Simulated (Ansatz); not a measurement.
# AlF2H4NO: the cost of one run

All numbers below are computed with Ansatz 0.2.0 (RKS B3LYP-D4/6-31G*).

### 1 The structure to begin with

Bond lengths: Al1–N2 2.236 Å, Al1–F3 1.639 Å, Al1–F4 1.645 Å, Al1–O6 2.179 Å, N2–H7 1.008 Å, N2–H8 1.008 Å, O6–H9 0.954 Å. Angles: Al1–N2–H7 121.2°, Al1–N2–H8 123.1°, H7–N2–H8 110.5°, N2–Al1–F3 114.4°, N2–Al1–F4 112.7°, N2–Al1–O6 70.5°, F3–Al1–F4 123.8°, F3–Al1–O6 114.5°, F4–Al1–O6 108.7°, Al1–O6–H9 117.8°.

Coordinates:

```xyz
9

Al   -0.8762    0.4043   -0.6852
N     1.2714    0.0419   -0.1789
F    -1.3712   -0.3018   -2.0785
F    -1.4137    1.8672   -0.1584
H     0.4215   -0.5919    0.6434
O    -0.7494   -0.9497    1.0173
H     1.8371   -0.5902   -0.7233
H     1.8502    0.7240    0.2847
H    -0.9697   -0.6037    1.8790
```

### 2 Pulling towards end A

Springs on the bonds that form and break draw the guess towards this end; the thresholds are loose.

The input, input.yaml:

```yaml
crystal:
  periodic: [false, false, false]
  atoms:
    - { symbol: Al, position_ang: [-0.8762, 0.4043, -0.6852] }
    - { symbol: "N", position_ang: [1.2714, 0.0419, -0.1789] }
    - { symbol: F, position_ang: [-1.3712, -0.3018, -2.0785] }
    - { symbol: F, position_ang: [-1.4137, 1.8672, -0.1584] }
    - { symbol: H, position_ang: [0.4215, -0.5919, 0.6434] }
    - { symbol: O, position_ang: [-0.7494, -0.9497, 1.0173] }
    - { symbol: H, position_ang: [1.8371, -0.5902, -0.7233] }
    - { symbol: H, position_ang: [1.8502, 0.724, 0.2847] }
    - { symbol: H, position_ang: [-0.9697, -0.6037, 1.879] }
basis:
  gaussian: { orbitals: "6-31G*" }
hamiltonian:
  xc: b3lyp
  dispersion: d4
relax:
  f_tol: 0.15
  max_steps: 25
  restrain:
    - { distance: [0, 5], at: 3.17, k: 30.0 }
    - { distance: [4, 1], at: 2.32, k: 30.0 }
    - { distance: [0, 1], at: 1.92, k: 30.0 }
    - { distance: [4, 5], at: 0.97, k: 30.0 }
```

Launch:

```console
$ ansatz run input.yaml --threads 2 --pin off --max-ram 3072MiB --backend cpu --events-out ev --progress --plain --runs-dir out
```

**Question.** How long does this run take on 2 threads of Intel Xeon Platinum 8488C (Sapphire Rapids), shared host, and how much memory does it need?

About 20 s, with a peak of 0.19 GiB.
